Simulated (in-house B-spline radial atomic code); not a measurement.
# Ru⁶⁺: binding energies from hole states

Aim: the cost of two holes at once in Ru⁶⁺, against the sum of the two single holes.

Method: Dirac-Hartree-Fock, average of configuration, Fermi nucleus, basis-set limit. Code: in-house B-spline radial atomic code version 1.

## Step 1: What is computed

```
element       : ruthenium (Z = 44)
charge        : +6
electrons     : 38
configuration : [Kr] 4d2
Hamiltonian   : Dirac-Coulomb
nucleus       : Fermi, rms radius 4.481 fm
```

Outer shells as boxes (Hund's rule):

[Kr] 4d2
```
[Kr] core
4d [↑ ][↑ ][  ][  ][  ]
```

The boxes draw the filling by Hund's rule, which heavy ions in jj coupling don't follow; these runs average over all states of the configuration.

The run's settings:

```ini
Z = 44
electrons = 38.0
configuration = [Kr] 4d2
hamiltonian = dirac
method = hf
spin_polarised = False
nucleus = fermi
rms_radius = 4.4809
mass_number = 102
atomic_mass = 101.904340312
speed_of_light = 137.035999084
```

From the earlier run of the reference: total energy -4520.940491 hartree. Levels, eight at most:

```
orbital  occupation  energy (eV)  <r> (bohr)
  3p3/2           4      -578.59      0.4035
  3d3/2           4      -399.17      0.3805
  3d5/2           6      -394.72      0.3838
  4s1/2           2      -179.96      0.9902
  4p1/2           2      -144.76       1.053
  4p3/2           4      -140.80       1.075
  4d3/2         0.8      -92.623       1.263
  4d5/2         1.2      -92.116       1.271
```

Single holes known from earlier runs (ΔSCF): 1s 22287.9 eV, 2s 3345.15 eV, 2p3/2 2951.86 eV, 3s 695.76 eV, 3d5/2 385.75 eV, 4s 178.75 eV, 4p1/2 143.64 eV, 4p3/2 139.75 eV.

## Step 2: The 2p3/2 and 3d5/2 holes

In configurations, a minus sign after the shell means j = l − 1/2 and a plus sign j = l + 1/2; the count of electrons follows.

The settings differ from step 1 so:

```diff
@@ -1,4 +1,4 @@
 Z = 44
-electrons = 38.0
-configuration = [Kr] 4d2
+electrons = 36.0
+configuration = 1s2 2s2 2p-2 2p+3 3s2 3p6 3d-4 3d+5 4s2 4p6 4d2
 hamiltonian = dirac
```

From the run's result record (rounded, not every field):

```text
status: converged
iterations: 9
energy [hartree]: {"total": -4396.25224778, "kinetic": 4582.19788646, "nuclear": -10417.2350706, "coulomb": 1554.39390826, "exact_exchange": -115.608971847}
breit [hartree]: {"gaunt": 2.979883, "retardation": -0.2882524, "frequency_dependence": -0.01769301}
qed [hartree]: {"self_energy": 2.130854, "uehling": -0.2527667, "wichmann_kroll": 0.004146828}
recoil [hartree]: 0.01712392
total_with_corrections [hartree]: -4391.6789526
orbitals [hartree, bohr; first row names the columns]:
  - ["name", "occ", "eps", "<r>"]
  - ["1s1/2", 2.0, -829.85412, 0.033404]
  - ["2s1/2", 2.0, -129.96585, 0.14406]
  - ["2p1/2", 2.0, -121.3143, 0.12252]
  - ["2p3/2", 3.0, -116.41034, 0.1281]
  - ["3s1/2", 2.0, -29.485142, 0.38995]
  - ["3p1/2", 2.0, -25.884574, 0.38089]
  - ["3p3/2", 4.0, -24.824289, 0.39039]
  - ["3d3/2", 4.0, -18.556166, 0.36056]
  - ["3d5/2", 5.0, -18.299754, 0.36434]
  - ["4s1/2", 2.0, -8.610006, 0.92876]
  - ["4p1/2", 2.0, -7.2502256, 0.97111]
  - ["4p3/2", 4.0, -7.0598595, 0.99196]
  - ["4d3/2", 0.8, -5.152263, 1.0992]
  - ["4d5/2", 1.2, -5.1049969, 1.1105]
sum_r [bohr^k]: {"-1": 236.757, "1": 17.33103, "2": 14.25577}
energy_minus_base [hartree]: 124.688243
energy_minus_base_with_corrections [hartree]: 124.535411
```

Run time: 0.92 s. Hardware: 1 thread, shared host.

energy_minus_base is the energy less that of the reference run.

## Step 3: The 2s and 4s holes

The settings differ from step 2 so:

```diff
@@ -2,3 +2,3 @@
 electrons = 36.0
-configuration = 1s2 2s2 2p-2 2p+3 3s2 3p6 3d-4 3d+5 4s2 4p6 4d2
+configuration = 1s2 2s1 2p6 3s2 3p6 3d10 4s1 4p6 4d2
 hamiltonian = dirac
```

Main fields:

```text
status: converged
iterations: 13
energy [hartree]: {"total": -4390.46732099, "kinetic": 4563.88725066, "nuclear": -10422.5224037, "coulomb": 1584.82501224, "exact_exchange": -116.65718021}
breit [hartree]: {"gaunt": 3.02094, "retardation": -0.3083126, "frequency_dependence": -0.02283195}
qed [hartree]: {"self_energy": 2.022753, "uehling": -0.2397768, "wichmann_kroll": 0.003935685}
recoil [hartree]: 0.01627855
total_with_corrections [hartree]: -4385.97433516
orbitals [hartree, bohr; first row names the columns]:
  - ["name", "occ", "eps", "<r>"]
  - ["1s1/2", 2.0, -827.95522, 0.033429]
  - ["2s1/2", 1.0, -128.71582, 0.14644]
  - ["2p1/2", 2.0, -119.42786, 0.12277]
  - ["2p3/2", 4.0, -114.50676, 0.12745]
  - ["3s1/2", 2.0, -28.685639, 0.39386]
  - ["3p1/2", 2.0, -25.088358, 0.38488]
  - ["3p3/2", 4.0, -24.193381, 0.39458]
  - ["3d3/2", 4.0, -17.719089, 0.36663]
  - ["3d5/2", 6.0, -17.537792, 0.36986]
  - ["4s1/2", 1.0, -8.9804001, 0.93995]
  - ["4p1/2", 2.0, -7.0111788, 0.99156]
  - ["4p3/2", 4.0, -6.8436372, 1.0116]
  - ["4d3/2", 0.8, -5.0095272, 1.1293]
  - ["4d5/2", 1.2, -4.9841056, 1.1361]
sum_r [bohr^k]: {"-1": 236.8771, "1": 17.02638, "2": 13.95414}
energy_minus_base [hartree]: 130.47317
energy_minus_base_with_corrections [hartree]: 130.240029
```

Run time: 1.3 s. Hardware: 1 thread, shared host.

## Step 4: The 1s and 4s holes

The settings differ from step 3 so:

```diff
@@ -2,3 +2,3 @@
 electrons = 36.0
-configuration = 1s2 2s1 2p6 3s2 3p6 3d10 4s1 4p6 4d2
+configuration = 1s1 2s2 2p6 3s2 3p6 3d10 4s1 4p6 4d2
 hamiltonian = dirac
```

Main fields:

```text
status: converged
iterations: 13
energy [hartree]: {"total": -3694.2904124, "kinetic": 3832.32620065, "nuclear": -8955.94004991, "coulomb": 1527.53289531, "exact_exchange": -98.2094584403}
breit [hartree]: {"gaunt": 1.483885, "retardation": -0.1986397, "frequency_dependence": -0.01199072}
qed [hartree]: {"self_energy": 1.244154, "uehling": -0.1440508, "wichmann_kroll": 0.002363775}
recoil [hartree]: 0.01461347
total_with_corrections [hartree]: -3691.90007744
orbitals [hartree, bohr; first row names the columns]:
  - ["name", "occ", "eps", "<r>"]
  - ["1s1/2", 1.0, -845.85037, 0.033799]
  - ["2s1/2", 2.0, -130.79341, 0.14276]
  - ["2p1/2", 2.0, -122.55788, 0.12085]
  - ["2p3/2", 4.0, -117.33116, 0.12559]
  - ["3s1/2", 2.0, -28.971064, 0.39127]
  - ["3p1/2", 2.0, -25.387849, 0.38117]
  - ["3p3/2", 4.0, -24.453129, 0.3911]
  - ["3d3/2", 4.0, -17.698677, 0.36535]
  - ["3d5/2", 6.0, -17.51199, 0.36868]
  - ["4s1/2", 1.0, -9.0649143, 0.93614]
  - ["4p1/2", 2.0, -7.0582492, 0.98509]
  - ["4p3/2", 4.0, -6.8842327, 1.0057]
  - ["4d3/2", 0.8, -5.0026528, 1.1292]
  - ["4d5/2", 1.2, -4.9766161, 1.1363]
sum_r [bohr^k]: {"-1": 203.545, "1": 17.04199, "2": 13.84775}
energy_minus_base [hartree]: 826.650078
energy_minus_base_with_corrections [hartree]: 824.314286
```

Wall time 1.3 s (1 thread, shared host).

## Step 5: The 2p3/2 and 3s holes

The settings differ from step 4 so:

```diff
@@ -2,3 +2,3 @@
 electrons = 36.0
-configuration = 1s1 2s2 2p6 3s2 3p6 3d10 4s1 4p6 4d2
+configuration = 1s2 2s2 2p-2 2p+3 3s1 3p6 3d10 4s2 4p6 4d2
 hamiltonian = dirac
```

Main fields:

```text
status: converged
iterations: 9
energy [hartree]: {"total": -4384.91989766, "kinetic": 4568.0640648, "nuclear": -10394.3050519, "coulomb": 1555.81101137, "exact_exchange": -114.489921961}
breit [hartree]: {"gaunt": 2.962924, "retardation": -0.2872331, "frequency_dependence": -0.01785936}
qed [hartree]: {"self_energy": 2.109171, "uehling": -0.2503892, "wichmann_kroll": 0.004108138}
recoil [hartree]: 0.01696927
total_with_corrections [hartree]: -4380.38220701
orbitals [hartree, bohr; first row names the columns]:
  - ["name", "occ", "eps", "<r>"]
  - ["1s1/2", 2.0, -829.97643, 0.033403]
  - ["2s1/2", 2.0, -129.7757, 0.14422]
  - ["2p1/2", 2.0, -121.18864, 0.12249]
  - ["2p3/2", 3.0, -116.3347, 0.12813]
  - ["3s1/2", 1.0, -29.553371, 0.39268]
  - ["3p1/2", 2.0, -25.660177, 0.3816]
  - ["3p3/2", 4.0, -24.697803, 0.39094]
  - ["3d3/2", 4.0, -18.43636, 0.36154]
  - ["3d5/2", 6.0, -18.197881, 0.36549]
  - ["4s1/2", 2.0, -8.5804108, 0.92909]
  - ["4p1/2", 2.0, -7.2406443, 0.9722]
  - ["4p3/2", 4.0, -7.0555326, 0.99257]
  - ["4d3/2", 0.8, -5.1462497, 1.1006]
  - ["4d5/2", 1.2, -5.1118958, 1.1089]
sum_r [bohr^k]: {"-1": 236.2358, "1": 17.32733, "2": 14.27199}
energy_minus_base [hartree]: 136.020593
energy_minus_base_with_corrections [hartree]: 135.832157
```

Run time: 0.94 s. Hardware: 1 thread, shared host.

## Step 6: The 3d5/2 and 4p3/2 holes

The settings differ from step 5 so:

```diff
@@ -2,3 +2,3 @@
 electrons = 36.0
-configuration = 1s2 2s2 2p-2 2p+3 3s1 3p6 3d10 4s2 4p6 4d2
+configuration = 1s2 2s2 2p6 3s2 3p6 3d-4 3d+5 4s2 4p-2 4p+3 4d2
 hamiltonian = dirac
```

Main fields:

```text
status: converged
iterations: 9
energy [hartree]: {"total": -4500.73048505, "kinetic": 4686.2468912, "nuclear": -10684.6259435, "coulomb": 1621.15572042, "exact_exchange": -123.507153133}
breit [hartree]: {"gaunt": 3.159728, "retardation": -0.3154654, "frequency_dependence": -0.02168926}
qed [hartree]: {"self_energy": 2.13137, "uehling": -0.2520501, "wichmann_kroll": 0.004135513}
recoil [hartree]: 0.01701711
total_with_corrections [hartree]: -4496.00743981
orbitals [hartree, bohr; first row names the columns]:
  - ["name", "occ", "eps", "<r>"]
  - ["1s1/2", 2.0, -824.05622, 0.033428]
  - ["2s1/2", 2.0, -126.87107, 0.14495]
  - ["2p1/2", 2.0, -117.37826, 0.12365]
  - ["2p3/2", 4.0, -112.47685, 0.12832]
  - ["3s1/2", 2.0, -28.369737, 0.39629]
  - ["3p1/2", 2.0, -24.679751, 0.38913]
  - ["3p3/2", 4.0, -23.699076, 0.3999]
  - ["3d3/2", 4.0, -17.293941, 0.37327]
  - ["3d5/2", 5.0, -17.103871, 0.37628]
  - ["4s1/2", 2.0, -8.2942128, 0.94956]
  - ["4p1/2", 2.0, -7.0013842, 0.99748]
  - ["4p3/2", 3.0, -6.8457892, 1.0169]
  - ["4d3/2", 0.8, -4.9643592, 1.1406]
  - ["4d5/2", 1.2, -4.894141, 1.1536]
sum_r [bohr^k]: {"-1": 242.834, "1": 16.90378, "2": 13.91523}
energy_minus_base [hartree]: 20.2100056
energy_minus_base_with_corrections [hartree]: 20.2069241
```

Wall time 0.93 s (1 thread, shared host).

## Step 7: The 2p3/2 and 4p1/2 holes

The settings differ from step 6 so:

```diff
@@ -2,3 +2,3 @@
 electrons = 36.0
-configuration = 1s2 2s2 2p6 3s2 3p6 3d-4 3d+5 4s2 4p-2 4p+3 4d2
+configuration = 1s2 2s2 2p-2 2p+3 3s2 3p6 3d10 4s2 4p-1 4p+4 4d2
 hamiltonian = dirac
```

Main fields:

```text
status: converged
iterations: 9
energy [hartree]: {"total": -4406.22015955, "kinetic": 4591.3231698, "nuclear": -10460.8962994, "coulomb": 1580.95389744, "exact_exchange": -117.600927351}
breit [hartree]: {"gaunt": 2.975546, "retardation": -0.2873765, "frequency_dependence": -0.01764604}
qed [hartree]: {"self_energy": 2.129753, "uehling": -0.2526315, "wichmann_kroll": 0.004144573}
recoil [hartree]: 0.01714338
total_with_corrections [hartree]: -4401.65122733
orbitals [hartree, bohr; first row names the columns]:
  - ["name", "occ", "eps", "<r>"]
  - ["1s1/2", 2.0, -828.80401, 0.033403]
  - ["2s1/2", 2.0, -128.84093, 0.14411]
  - ["2p1/2", 2.0, -120.14355, 0.12256]
  - ["2p3/2", 3.0, -115.31315, 0.12818]
  - ["3s1/2", 2.0, -28.764581, 0.39265]
  - ["3p1/2", 2.0, -25.082019, 0.385]
  - ["3p3/2", 4.0, -24.165938, 0.39369]
  - ["3d3/2", 4.0, -17.706753, 0.36591]
  - ["3d5/2", 6.0, -17.482739, 0.37007]
  - ["4s1/2", 2.0, -8.3463951, 0.9441]
  - ["4p1/2", 1.0, -7.1079057, 0.98805]
  - ["4p3/2", 4.0, -6.8830331, 1.0104]
  - ["4d3/2", 0.8, -4.9473256, 1.1349]
  - ["4d5/2", 1.2, -4.9830611, 1.137]
sum_r [bohr^k]: {"-1": 237.7493, "1": 16.98896, "2": 13.84515}
energy_minus_base [hartree]: 114.720331
energy_minus_base_with_corrections [hartree]: 114.563137
```

It took 0.93 s on 1 thread, shared host.

## Step 8: Binding energies

| two holes | ΔSCF (eV) | less the two single holes (eV) |
| --- | --- | --- |
| 2p3/2 and 3d5/2 | 3392.94 | 55.33 |
| 2s and 4s | 3550.36 | 26.45 |
| 1s and 4s | 22494.3 | 27.69 |
| 2p3/2 and 3s | 3701.31 | 53.69 |
| 3d5/2 and 4p3/2 | 549.94 | 24.45 |
| 2p3/2 and 4p1/2 | 3121.70 | 26.20 |

Two holes cost more than the sum of each, because the second electron leaves a more charged ion. The excess runs from 24.4 eV (3d5/2 and 4p3/2) to 55.3 eV (2p3/2 and 3d5/2); it tends to be largest where both holes are compact. Two partly filled shells share a symmetry and can mix in the average, which may lower the energy, in these hole states: 2p3/2 and 3d5/2; 2s and 4s; 1s and 4s; 3d5/2 and 4p3/2; 3d5/2. Values are for the free ion, measured from the vacuum level.
